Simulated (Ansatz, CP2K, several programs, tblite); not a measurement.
## Many methods on one cell: WSe2 (P6_3/mmc)

WSe2 (P6_3/mmc) from a database of computed structures, relaxed with r2SCAN+rVV10 in Ansatz, was computed with several methods. It is hexagonal, P6_3/mmc (No. 194); a = 3.300 Å, c = 13.149 Å in the conventional setting, 20.66 Å³ an atom. W has 6 Se at 2.53 Å; Se has 3 W at 2.53 Å. Calculated for a static, non-magnetic cell.

```cif
data_structure
_symmetry_space_group_name_H-M 'P6_3/mmc'
_symmetry_Int_Tables_number 194
_cell_length_a 3.2997
_cell_length_b 3.2997
_cell_length_c 13.1485
_cell_angle_alpha 90.000
_cell_angle_beta 90.000
_cell_angle_gamma 120.000
_cell_volume 123.98
loop_
_atom_site_label
_atom_site_type_symbol
_atom_site_symmetry_multiplicity
_atom_site_Wyckoff_symbol
_atom_site_fract_x
_atom_site_fract_y
_atom_site_fract_z
_atom_site_occupancy
W1 W 2 c 0.66667 0.33333 0.75000 1
Se1 Se 4 f 0.33333 0.66667 0.87666 1
```

Gaps and times are for a single point on this cell; volume and bulk modulus come from each method's own relaxation or energy curve at fixed shape, which is too stiff where a cell has free coordinates or axes. Times are rough, from shared hosts (Arm Neoverse V2), and each method has its own mesh and cell size. A double dagger marks a value from a curve with shape and coordinates held. A star marks a curve whose lowest point is an end point. GFN1-xTB (tblite), GFN2-xTB (tblite) treat a cluster of cells at its zone centre, which samples few k points: where these miss a band edge, the gap comes out too large for that reason alone. Gaps from k meshes are read at a limited set of points (mesh, symmetry points, PBE's band edges), so each method's own least gap may be somewhat smaller. xTB and the PM methods were fitted mostly to molecules, and can miss a solid's gap by electronvolts. Minimal bases can be far off for gaps. Curves at held shape can't give the bulk modulus of a layered or molecular crystal, so none is listed. d marks a direct gap, i an indirect one (no mark: not told apart), a dash a value that wasn't computed or didn't pass its checks.

```tsv
method	kind	gap (eV)	own volume (Å³/atom)	bulk modulus (GPa)	atoms computed	processor time
GFN1-xTB (tblite)	tight binding	1.99	20.28‡	–	54	2.8 s
light PBE (260 eV and a coarse mesh)	light plane-wave	1.03 i	–	–	6	3 s
GFN2-xTB (tblite)	tight binding	0.92	21.00‡	–	54	5.4 s
PBE/SZV (CP2K)	small basis	0.85 i	22.96*‡	–	6	12 s
PBE	semilocal	1.02 i	–	–	6	12 s
PBE/DZVP (CP2K)	small basis	1.03 i	21.27‡	–	6	29 s
r2SCAN	semilocal	1.14 i	–	–	6	32 s
```

Against r2SCAN (1.14 eV) and with closed or daggered gaps left aside, the nearest gap at the points sampled is that of light PBE (260 eV and a coarse mesh) (-0.11 eV) and the farthest that of GFN1-xTB (tblite) (+0.85 eV). r2SCAN is only a yardstick of convenience: semilocal gaps usually lie below measured ones, which GLLB-SC and hybrids aim to mend.

Runs without a result: GLLB-SC (GPAW) (single point), PM7 (MOPAC) (single point, out of time).

No spin-orbit coupling is included; it can move band edges with weight on the heavy atoms by tenths of an eV.
